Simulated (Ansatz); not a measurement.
**CH2BFS: how energies converge with the basis set**

How large a basis does CH2BFS need? Two functionals are run in growing sets.

Program: Ansatz 0.2.0, Gaussian basis. Level of theory: one geometry, several basis sets. These are calculated values, not measurements.

Plan: PBE0-D4/def2-SVP; ωB97M-V/def2-SVP; PBE0-D4/def2-QZVPP; ωB97M-V/def2-QZVPP; the functionals' def2-TZVPP values are taken from earlier runs.

### Step 1. Structure used throughout

All runs share one geometry, relaxed beforehand with PBE0-D4 in a triple-zeta def2 set.

SMILES `FC1BS1`, 6 atoms, charge 0, spin multiplicity 1.

Atoms are counted from 1 here; the program's logs count them from 0.

Bond lengths: F1–C2 1.363 Å, C2–B3 1.532 Å, C2–S4 1.844 Å, C2–H5 1.086 Å, B3–S4 1.739 Å, B3–H6 1.181 Å. Angles: F1–C2–B3 119.7°, F1–C2–S4 115.5°, F1–C2–H5 110.1°, B3–C2–S4 61.2°, B3–C2–H5 126.3°, S4–C2–H5 114.0°, C2–B3–S4 68.3°, C2–B3–H6 149.0°, S4–B3–H6 142.6°, C2–S4–B3 50.5°.

As a file:

```xyz
6

F     0.4935   -0.6140   -1.5529
C    -0.0410    0.1890   -0.5903
B     0.2498   -0.0998    0.8862
S    -1.3612   -0.5800    0.4425
H    -0.3162    1.1490   -1.0157
H     1.0170   -0.1083    1.7841
```

### Step 2. PBE0-D4 in def2-SVP

in.yaml

```yaml
crystal:
  periodic: [false, false, false]
  atoms:
    - {symbol: F, position_ang: [0.493532, -0.613955, -1.552884]}
    - {symbol: C, position_ang: [-0.040960, 0.189046, -0.590288]}
    - {symbol: B, position_ang: [0.249822, -0.099787, 0.886234]}
    - {symbol: S, position_ang: [-1.361165, -0.580008, 0.442493]}
    - {symbol: H, position_ang: [-0.316209, 1.149032, -1.015732]}
    - {symbol: H, position_ang: [1.016979, -0.108328, 1.784078]}
basis:
  gaussian: {orbitals: def2-SVP}
hamiltonian: {xc: pbe0, dispersion: d4}
output: {orbitals: {seedname: orbitals}}
```

The run is started by

```sh
> ansatz run in.yaml --threads 2 --pin off --events-out ev --progress --plain --max-ram 4352MiB
```

The log of the run:

```text
Functional definition: PBE0
  name "PBE0"
  cite "Adamo & Barone, J. Chem. Phys. 110, 6158 (1999) doi:10.1063/1.478522"
  cite "Perdew, Burke & Ernzerhof, Phys. Rev. Lett. 77, 3865 (1996) doi:10.1103/PhysRevLett.77.3865"
  parent pbe
  parameter a = 0.25
  parameter kappa = 0.804
  parameter beta = 0.06672455060314922
  exchange = (1 - a)*pbe_x(kappa = kappa, mu = beta*pi^2/3) + a*exact_x
  correlation = pbe_c(beta = beta)
679 factors; integrals over basis functions are off by at most 1.2e-3 eV
mean field evaluation 1: about -15279.6214 eV, gradient 3.0e1 eV
mean field evaluation 2: about -15277.1633 eV, gradient 4.2e1 eV
mean field evaluation 4: about -15281.9241 eV, gradient 1.4e0 eV
mean field evaluation 8: about -15282.0683 eV, gradient 2.8e-1 eV
mean field evaluation 16: about -15282.0685 eV, gradient 1.6e-5 eV
mean field -15282.06848913 eV, -561.6056584173 hartree, gradient 1.6e-5 eV, S^2 0.000000; 0 other end points of the search recorded, 0 dependent functions left out
reference -15282.06850800 eV, -561.6056591109 hartree; 19, 19 occupied and 51, 51 virtual orbitals, 679 factors
Total energy: -15282.15810387 eV, -561.6089516983 hartree
```

Wall time 0.9 s (2 threads of Arm Neoverse V1, shared host).

### Step 3. ωB97M-V in def2-SVP

in.yaml: that of step 2 with these lines changed.

```diff
@@ -11,3 +11,3 @@
   gaussian: {orbitals: def2-SVP}
-hamiltonian: {xc: pbe0, dispersion: d4}
+hamiltonian: {xc: {name: wB97M-V}}
 output: {orbitals: {seedname: orbitals}}
```

Launched as before.

The log of the run (excerpt; [...] marks lines left out):

```text
Functional definition: wB97M-V
  name "wB97M-V"
  cite "Mardirossian & Head-Gordon, J. Chem. Phys. 144, 214110 (2016) doi:10.1063/1.4952647"
  cite "Becke, J. Chem. Phys. 107, 8554 (1997) doi:10.1063/1.475007"
  cite "Vydrov & Van Voorhis, J. Chem. Phys. 133, 244103 (2010) doi:10.1063/1.3521275"
  # Of w^i u^j: cxij and so on, Table III.
[...]
  gx(w, u) = 1 - cx + cx01*u + cx10*w
  gss(w, u) = css00 + css04*u^4 + css10*w + css20*w^2 + css43*w^4*u^3
  gos(w, u) = cos00 + cos10*w + (cos20 + cos21*u)*w^2 + (cos60 + cos61*u)*w^6
[...]
      + integral(e_c_pw_mod_opposite_spin*gos(b97_w_opposite, b97_u_opposite)) + vv10(b, c)
679 factors; integrals over basis functions are off by at most 1.2e-3 eV
189 factors; integrals over basis functions are off by at most 1.3e-5 eV
[...]
mean field -15288.53714164 eV, -561.8433770124 hartree, gradient 4.8e-5 eV, S^2 0.000000; 0 other end points of the search recorded, 0 dependent functions left out
reference -15288.53717213 eV, -561.8433781331 hartree; 19, 19 occupied and 51, 51 virtual orbitals, 679 factors
Total energy: -15288.53717213 eV, -561.8433781331 hartree
```

Wall time 3.8 s (2 threads of Arm Neoverse V1, shared host).

### Step 4. PBE0-D4 in def2-QZVPP

in.yaml: that of step 3 with these lines changed.

```diff
@@ -10,4 +10,4 @@
 basis:
-  gaussian: {orbitals: def2-SVP}
-hamiltonian: {xc: {name: wB97M-V}}
+  gaussian: {orbitals: "def2-QZVPP.json"}
+hamiltonian: {xc: pbe0, dispersion: d4}
 output: {orbitals: {seedname: orbitals}}
```

Launched as before.

The log of the run:

```text
Functional definition: PBE0
  name "PBE0"
  cite "Adamo & Barone, J. Chem. Phys. 110, 6158 (1999) doi:10.1063/1.478522"
  cite "Perdew, Burke & Ernzerhof, Phys. Rev. Lett. 77, 3865 (1996) doi:10.1103/PhysRevLett.77.3865"
  parent pbe
  parameter a = 0.25
  parameter kappa = 0.804
  parameter beta = 0.06672455060314922
  exchange = (1 - a)*pbe_x(kappa = kappa, mu = beta*pi^2/3) + a*exact_x
  correlation = pbe_c(beta = beta)
1051 factors; their error is unknown
mean field evaluation 1: about -15287.3097 eV, gradient 4.3e1 eV
mean field evaluation 2: about -15281.3933 eV, gradient 6.4e1 eV
mean field evaluation 4: about -15291.5943 eV, gradient 2.7e0 eV
mean field evaluation 8: about -15291.6112 eV, gradient 6.5e-2 eV
mean field evaluation 16: about -15291.6236 eV, gradient 7.5e-5 eV
mean field -15291.62355364 eV, -561.9568005616 hartree, gradient 7.5e-5 eV, S^2 0.000000; 0 other end points of the search recorded, 0 dependent functions left out
reference -15291.62358409 eV, -561.9568016805 hartree; 19, 19 occupied and 282, 282 virtual orbitals, 1051 factors
Total energy: -15291.71317996 eV, -561.9600942680 hartree
```

Wall time 5.5 s (2 threads of Arm Neoverse V1, shared host); peak memory 0.78 GiB.

### Step 5. ωB97M-V in def2-QZVPP

in.yaml: that of step 4 with these lines changed.

```diff
@@ -11,3 +11,3 @@
   gaussian: {orbitals: "def2-QZVPP.json"}
-hamiltonian: {xc: pbe0, dispersion: d4}
+hamiltonian: {xc: {name: wB97M-V}}
 output: {orbitals: {seedname: orbitals}}
```

The command is unchanged.

The log of the run (excerpt; [...] marks lines left out):

```text
Functional definition: wB97M-V
  name "wB97M-V"
  cite "Mardirossian & Head-Gordon, J. Chem. Phys. 144, 214110 (2016) doi:10.1063/1.4952647"
  cite "Becke, J. Chem. Phys. 107, 8554 (1997) doi:10.1063/1.475007"
  cite "Vydrov & Van Voorhis, J. Chem. Phys. 133, 244103 (2010) doi:10.1063/1.3521275"
  # Of w^i u^j: cxij and so on, Table III.
[...]
  gx(w, u) = 1 - cx + cx01*u + cx10*w
  gss(w, u) = css00 + css04*u^4 + css10*w + css20*w^2 + css43*w^4*u^3
  gos(w, u) = cos00 + cos10*w + (cos20 + cos21*u)*w^2 + (cos60 + cos61*u)*w^6
[...]
      + integral(e_c_pw_mod_opposite_spin*gos(b97_w_opposite, b97_u_opposite)) + vv10(b, c)
1023 factors; their error is unknown
231 factors; integrals over basis functions are off by at most 1.2e-5 eV
[...]
mean field -15298.17473783 eV, -562.1975521401 hartree, gradient 3.7e-5 eV, S^2 0.000000; 0 other end points of the search recorded, 0 dependent functions left out
reference -15298.17478730 eV, -562.1975539580 hartree; 19, 19 occupied and 282, 282 virtual orbitals, 1023 factors
Total energy: -15298.17478730 eV, -562.1975539580 hartree
```

Wall time 14 s (2 threads of Arm Neoverse V1, shared host); peak memory 0.94 GiB.

### Step 6. Functionals by basis

The def2-TZVPP values come from earlier runs at the same geometry.

```tsv
functional	basis	functions	energy (eV)	from the largest (eV)	HOMO (eV)	LUMO (eV)
PBE0-D4	def2-SVP	70	-15282.1581	9.555	-8.21	-1.58
PBE0-D4	def2-TZVPP	163	-15291.1512	0.562	-8.27	-1.74
PBE0-D4	def2-QZVPP	301	-15291.7132	0.000	-8.29	-1.78
ωB97M-V	def2-SVP	70	-15288.5372	9.638	-10.38	0.56
ωB97M-V	def2-TZVPP	163	-15297.6471	0.528	-10.46	0.31
ωB97M-V	def2-QZVPP	301	-15298.1748	0.000	-10.49	0.22
```

### Step 7. Outcome

```
                                       quantity          value
PBE0-D4: double and triple zeta above quadruple  9.56, 0.56 eV
ωB97M-V: double and triple zeta above quadruple  9.64, 0.53 eV
```

**Reading.** PBE0-D4 gains 8.99 eV from double to triple zeta, then 0.56 eV more. Total energies overstate the basis error of differences, where much of it tends to cancel.

For PBE0-D4 the largest set took about 6 times as long as the smallest (5.5 s against 0.9 s).
